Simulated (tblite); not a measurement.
# C9H14F3: the cost of one run

Programs: tblite 0.8.0 and PySCF 2.14.0, with routines of our own; each step states its level. All values are computed. Atoms count from 0.

## 1. The starting structure

26 atoms, charge 1, multiplicity 1; geometry from: start built from the parent or by distance geometry.

## 2. Geometry optimisation with GFN2-xTB

The job: settings as JSON, then the geometry in Å.

```
{"job": {"kind": "relax", "xc": "GFN2-xTB", "basis": "xTB"}, "charge": 1, "multiplicity": 1}
C      3.222000     0.626200    -0.604300
C      2.278500     0.144200     0.486200
C      0.903600    -0.214800     0.007900
C      0.107700     1.008000    -0.567500
C     -1.315300     0.598100    -0.308600
C     -2.469500     1.278100    -0.971800
C     -1.442800    -0.598800     0.553900
F     -2.273400    -0.321100     1.607300
C     -1.931400    -1.869500    -0.160200
F     -1.177200    -2.155300    -1.233000
F     -1.870300    -2.948400     0.655400
C     -0.030300    -0.749900     1.117800
H      4.198700     0.817800    -0.186800
H      2.847300     1.567400    -1.038600
H      3.280100    -0.090800    -1.400900
H      2.730300    -0.755100     0.984100
H      2.235700     0.903200     1.299600
H      0.968000    -0.982200    -0.784300
H      0.323100     1.156200    -1.599700
H      0.342800     1.915700     0.013400
H     -2.263100     2.360000    -1.085000
H     -2.657700     0.849300    -1.947800
H     -3.350800     1.196800    -0.332200
H     -2.993200    -1.775200    -0.491100
H      0.085000    -0.135800     2.035700
H      0.210300    -1.779100     1.389300
```

Command:

```
$ OMP_NUM_THREADS=1 python redox_run.py task.json out
```

This one command runs all jobs of the session in turn.

Q: Estimate the wall time of this first job on 1 thread of Intel Xeon 6975P-C, shared host.

About 4.7 s.
